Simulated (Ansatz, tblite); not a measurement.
# C₄₀H₂₂O₁₀: a ladder of methods and basis sets

How do method and basis change the picture of C₄₀H₂₂O₁₀ (singlet)?

Method: as each input shows; program: Ansatz 0.2.0, Gaussian basis.

Levels to be run: GFN1-xTB, GFN2-xTB, PBE-D4/def2-SVP, r2SCAN-D4/def2-SVP.

1 further run of the same task is left out (set aside as unsound or not needed). Runs told in other sessions of the task aren't counted.

## 1. The relaxed structure

The singlet was relaxed beforehand with r2SCAN-D4/def2-SVP.

SMILES `c1coc(-c2ccc(-c3ccc(-c4ccc(-c5ccc(-c6ccc(-c7ccc(-c8ccc(-c9ccc(-c%10ccco%10)o9)o8)o7)o6)o5)o4)o3)o2)c1`, 72 atoms, charge 0, spin multiplicity 1.

Bond lengths: C1–C2 1.370 Å, C1–C50 1.426 Å, C1–H51 1.089 Å, C2–O3 1.356 Å, C2–H52 1.087 Å, O3–C4 1.361 Å, C4–C5 1.433 Å, C4–C50 1.382 Å, C5–C6 1.384 Å, C5–O49 1.361 Å, C6–C7 1.417 Å, C6–H53 1.089 Å, C7–C8 1.385 Å, C7–H54 1.089 Å, C8–C9 1.429 Å, C8–O49 1.362 Å, C9–C10 1.386 Å, C9–O48 1.363 Å and more. Angles: C2–C1–C50 106.2°, C2–C1–H51 126.5°, C50–C1–H51 127.3°, C1–C2–O3 110.4°, C1–C2–H52 133.8°, O3–C2–H52 115.7°, C2–O3–C4 107.5°, O3–C4–C5 117.7°, O3–C4–C50 109.8°, C5–C4–C50 132.5°, C4–C5–C6 132.5°, C4–C5–O49 117.8°, C6–C5–O49 109.8°, C5–C6–C7 106.4°, C5–C6–H53 126.2°, C7–C6–H53 127.4°, C6–C7–C8 106.4°, C6–C7–H54 127.4° and more.

PBE0-D4/def2-SVP was run before; its log isn't repeated, and its numbers join the tables.

## 2. GFN1-xTB

Tight binding, by tblite at 300 K electronic temperature and without a spin-polarisation term:

```python
tblite.interface.Calculator('GFN1-xTB', numbers, positions, charge=0, uhf=0).singlepoint()
```

Energy -3901.3186 eV, HOMO -10.15 eV, LUMO -8.45 eV; 0.33 s.

## 3. GFN2-xTB

Tight binding, by tblite at 300 K electronic temperature and without a spin-polarisation term:

```python
tblite.interface.Calculator('GFN2-xTB', numbers, positions, charge=0, uhf=0).singlepoint()
```

Energy -3742.5565 eV, HOMO -9.45 eV, LUMO -7.71 eV; 0.31 s.

## 4. PBE-D4/def2-SVP

start.molden holds the orbitals of an earlier run on this state, given as this run's starting guess.

in.yaml reads:

```yaml
crystal:
  periodic: [false, false, false]
  atoms:
    - {symbol: C, position_ang: [-11.768109, 1.109840, 5.624085]}
    - {symbol: C, position_ang: [-10.412619, 1.069529, 5.430289]}
    - {symbol: O, position_ang: [-10.127421, 0.814137, 4.129031]}
    - {symbol: C, position_ang: [-11.311203, 0.682328, 3.469657]}
    - {symbol: C, position_ang: [-11.264266, 0.404547, 2.064270]}
    - {symbol: C, position_ang: [-12.254168, 0.216736, 1.115381]}
    - {symbol: C, position_ang: [-11.591213, -0.026232, -0.112780]}
    - {symbol: C, position_ang: [-10.233975, 0.028451, 0.158602]}
    - {symbol: C, position_ang: [-9.076566, -0.133598, -0.664083]}
    - {symbol: C, position_ang: [-8.915838, -0.400512, -2.014157]}
    - {symbol: C, position_ang: [-7.520158, -0.446564, -2.252323]}
    - {symbol: C, position_ang: [-6.910554, -0.205695, -1.033108]}
    - {symbol: C, position_ang: [-5.548017, -0.124317, -0.623441]}
    - {symbol: C, position_ang: [-4.943173, 0.117469, 0.597298]}
    - {symbol: C, position_ang: [-3.545715, 0.071327, 0.366283]}
    - {symbol: C, position_ang: [-3.380349, -0.194412, -0.981802]}
    - {symbol: C, position_ang: [-2.232949, -0.357719, -1.810917]}
    - {symbol: C, position_ang: [-2.073794, -0.623332, -3.159912]}
    - {symbol: C, position_ang: [-0.677408, -0.670842, -3.396347]}
    - {symbol: C, position_ang: [-0.066342, -0.429560, -2.178219]}
    - {symbol: C, position_ang: [1.297807, -0.349426, -1.774283]}
    - {symbol: C, position_ang: [1.913148, -0.109676, -0.557993]}
    - {symbol: C, position_ang: [3.308785, -0.155915, -0.799153]}
    - {symbol: C, position_ang: [3.462742, -0.422739, -2.148209]}
    - {symbol: C, position_ang: [4.608742, -0.586389, -2.978975]}
    - {symbol: C, position_ang: [4.773474, -0.852415, -4.327455]}
    - {symbol: C, position_ang: [6.170483, -0.896532, -4.555792]}
    - {symbol: C, position_ang: [6.777527, -0.655566, -3.333507]}
    - {symbol: C, position_ang: [8.145251, -0.575435, -2.929950]}
    - {symbol: C, position_ang: [9.338349, -0.710898, -3.621896]}
    - {symbol: C, position_ang: [10.373615, -0.524058, -2.675286]}
    - {symbol: C, position_ang: [9.754013, -0.284813, -1.458907]}
    - {symbol: C, position_ang: [10.262164, -0.026362, -0.148483]}
    - {symbol: C, position_ang: [11.546931, 0.075216, 0.358037]}
    - {symbol: C, position_ang: [11.412867, 0.345983, 1.743329]}
    - {symbol: C, position_ang: [10.055290, 0.396018, 1.998418]}
    - {symbol: C, position_ang: [9.288262, 0.628454, 3.182805]}
    - {symbol: C, position_ang: [7.931393, 0.675719, 3.429451]}
    - {symbol: C, position_ang: [7.795956, 0.950893, 4.823014]}
    - {symbol: C, position_ang: [9.067882, 1.048541, 5.321883]}
    - {symbol: O, position_ang: [9.980327, 0.854983, 4.334357]}
    - {symbol: O, position_ang: [9.357441, 0.169834, 0.851979]}
    - {symbol: O, position_ang: [8.402204, -0.316941, -1.617599]}
    - {symbol: O, position_ang: [5.825167, -0.467220, -2.376909]}
    - {symbol: O, position_ang: [2.240355, -0.540509, -2.742782]}
    - {symbol: O, position_ang: [-1.012123, -0.239442, -1.212937]}
    - {symbol: O, position_ang: [-4.598744, -0.313817, -1.585015]}
    - {symbol: O, position_ang: [-7.855585, -0.015682, -0.070208]}
    - {symbol: O, position_ang: [-10.039581, 0.290306, 1.481126]}
    - {symbol: C, position_ang: [-12.359892, 0.856361, 4.352218]}
    - {symbol: H, position_ang: [-12.282370, 1.296939, 6.565292]}
    - {symbol: H, position_ang: [-9.554359, 1.198787, 6.085071]}
    - {symbol: H, position_ang: [-13.327926, 0.250984, 1.290787]}
    - {symbol: H, position_ang: [-12.046459, -0.218500, -1.082665]}
    - {symbol: H, position_ang: [-9.715171, -0.544216, -2.738977]}
    - {symbol: H, position_ang: [-7.007922, -0.632274, -3.194113]}
    - {symbol: H, position_ang: [-5.463741, 0.302809, 1.534641]}
    - {symbol: H, position_ang: [-2.743286, 0.213664, 1.087106]}
    - {symbol: H, position_ang: [-2.879847, -0.764654, -3.876809]}
    - {symbol: H, position_ang: [-0.163086, -0.856859, -4.336844]}
    - {symbol: H, position_ang: [1.402405, 0.075857, 0.384531]}
    - {symbol: H, position_ang: [4.119236, -0.014746, -0.087173]}
    - {symbol: H, position_ang: [3.972950, -0.995261, -5.050180]}
    - {symbol: H, position_ang: [6.680210, -1.082209, -5.499418]}
    - {symbol: H, position_ang: [9.445150, -0.919995, -4.684777]}
    - {symbol: H, position_ang: [11.446636, -0.558763, -2.854658]}
    - {symbol: H, position_ang: [12.470550, -0.034766, -0.207623]}
    - {symbol: H, position_ang: [12.203868, 0.490177, 2.476439]}
    - {symbol: H, position_ang: [7.145559, 0.529701, 2.690677]}
    - {symbol: H, position_ang: [6.871093, 1.061886, 5.387410]}
    - {symbol: H, position_ang: [9.476279, 1.243008, 6.311058]}
    - {symbol: H, position_ang: [-13.420185, 0.808331, 4.111218]}
basis:
  gaussian: {orbitals: def2-SVP, fitting: {mean_field: def2-universal-jkfit}, initial_orbitals: start.molden}
hamiltonian: {xc: pbe, dispersion: d4}
scf: {omitted_lower_state_checks: [starts]}
output: {forces: true, orbitals: {seedname: orbitals}}
```

Launch:

```sh
$ ansatz run in.yaml --threads 4 --pin off --events-out ev --progress --plain --max-ram 66560MiB --backend cuda --devices 0, --max-vram 37GiB
```

The runs that follow: r2SCAN-D4/def2-SVP.

Before running them: what should the planned runs give, taken together? Wanted: gap in def2-SVP, named functionals, smallest and largest; binding an atom, functionals in def2-SVP.

**Answer**, as computed:

| quantity | value |
| --- | --- |
| gap in def2-SVP, named functionals, smallest and largest | 1.58 eV (PBE-D4), 2.84 eV (PBE0-D4) |
| binding an atom, functionals in def2-SVP | 5.53 (r2SCAN-D4) to 5.77 eV (PBE-D4) |

What this shows: Orbital gaps of the named functionals in def2-SVP span 1.58 eV (PBE-D4) to 2.84 eV (PBE0-D4); exact exchange widens it.
